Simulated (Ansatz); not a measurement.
## RbTl₃, space group Fm-3m: a projected density of states

Program: Ansatz 0.2.0, Python API.

The script reads `rbtl3.cif`:
```cif
data_RbTl3
_cell_length_a 5.823727
_cell_length_b 5.823727
_cell_length_c 5.823727
_cell_angle_alpha 60.00000
_cell_angle_beta 60.00000
_cell_angle_gamma 60.00000
_symmetry_space_group_name_H-M 'P 1'
_symmetry_Int_Tables_number 1
loop_
_symmetry_equiv_pos_as_xyz
'x, y, z'
loop_
_atom_site_label
_atom_site_type_symbol
_atom_site_fract_x
_atom_site_fract_y
_atom_site_fract_z
Rb1 Rb    0.000000    0.000000    0.000000
Tl2 Tl    0.250000    0.250000    0.250000
Tl3 Tl    0.750000    0.750000    0.750000
Tl4 Tl    0.500000    0.500000    0.500000
```

Script `rbtl3.py`:
```python
'''Projected density of states of RbTl3.'''

import ansatz as az
from ase.io import read
import numpy as np


def main() -> None:
    atoms = read('rbtl3.cif')
    crystal = az.Crystal.from_ase(atoms)

    calc = (
        crystal.calculation()
        .functional('lda')
        .kpoints(5, 5, 5)
        .occupations('cold')  # smearing steadies the SCF of a metal
        .scf(extra_bands=14)
        .density_of_states(projected=True, energy_step=0.05)  # states per eV and cell
    )
    def show(event):
        row = event['data']
        if event['event'] == 'scf_iter' and row.get('harris_foulkes_ev') is not None:
            print(f'  iteration {row["iter"]:3d}  Harris-Foulkes {row["harris_foulkes_ev"]:.5f} eV  residual {row["dr2_ev"]:.2e}')


    done = calc.session().plan().execute(on_event=show)
    r = done.report

    dos = done.density_of_states()
    energy = np.asarray(dos.energies_ev) - dos.fermi_ev
    curves = {}
    for site in done.projected_density_of_states().sites:
        for shell in site.shells:
            weight = sum(np.sum(curve.g_bin_mean_per_ev, axis=0) for curve in shell.curves)
            name = f'{site.species} {shell.label}'
            curves[name] = curves.get(name, 0) + weight

    step = energy[1] - energy[0]
    windows = [(-6, -3), (-3, 0), (0, 6)]
    print('states by shell in windows of E - E_F (eV):', windows)
    for name, g in curves.items():
        print(f'{name:8s}', ' '.join(f'{step * g[(energy >= a) & (energy < b)].sum():8.3f}' for a, b in windows))
    filled = (energy < 0) & (energy > -6)
    for name, g in curves.items():
        if g[filled].sum() * step > 0.5:
            print(f'centre of {name}: {np.average(energy[filled], weights=g[filled]):.2f} eV')


if __name__ == '__main__':
    main()
```

Output of `python rbtl3.py`:
```text
DeckWarning: basis.ecutwfc = 420 eV, auto-derived from the records' recommended cutoffs: set by Rb (normal level)
  iteration   1  Harris-Foulkes -36610.51162 eV  residual 2.50e-02
  iteration   2  Harris-Foulkes -36610.50492 eV  residual 8.17e-03
  iteration   3  Harris-Foulkes -36610.50280 eV  residual 7.38e-04
  iteration   4  Harris-Foulkes -36610.50262 eV  residual 2.78e-05
  iteration   5  Harris-Foulkes -36610.50260 eV  residual 6.12e-06
  iteration   6  Harris-Foulkes -36610.50260 eV  residual 1.05e-06
  iteration   7  Harris-Foulkes -36610.50260 eV  residual 4.58e-08
states by shell in windows of E - E_F (eV): [(-6, -3), (-3, 0), (0, 6)]
Rb 4S       0.002    0.033    0.020
Rb 5S       0.027    0.058    0.218
Rb 4P       0.034    0.055    0.072
Tl 6S       3.014    0.181    0.919
Tl 6P       0.513    3.593   10.864
Tl 5D       0.030    0.020    0.045
centre of Tl 6S: -4.99 eV
centre of Tl 6P: -1.29 eV
```
(Warnings from the package without file and line.)

Notes:
- Absolute energies stand on the zero of these potentials, so only differences at equal settings mean something. A total without «per atom» is that of the cell as typed.
- Along an axis with an odd division the mesh misses the point at one half; a gap read on a finite mesh is an upper bound on this functional's gap.
- Cold and Methfessel-Paxton smearing aren't meant for a gap as narrow as their width.
- The empty d shell of the heavier alkali and alkaline-earth atoms, which makes much of a conduction band, may have no channel.
- Spin-orbit coupling, which matters for elements this heavy, is left out.
- The structure comes from a database of computed cells and needn't be a stable or known phase.
- Curves are summed over the cell's atoms. Only shells that the potentials hold have channels, so projections don't add up to the total, least of all where a shell is missing (p of most metals); heights and places of peaks move with the mesh.
- The computed bands are complete only to about 8.3 eV above the Fermi level; beyond that the density of states is undercounted.
- A band centre counts only the states inside the window taken.
- Hardware and time: 4.3 s on 1 thread of Arm Neoverse V1 (shared host), peak memory 0.47 GiB.

(Lines on the test bed's own set-up are left out of the output.)
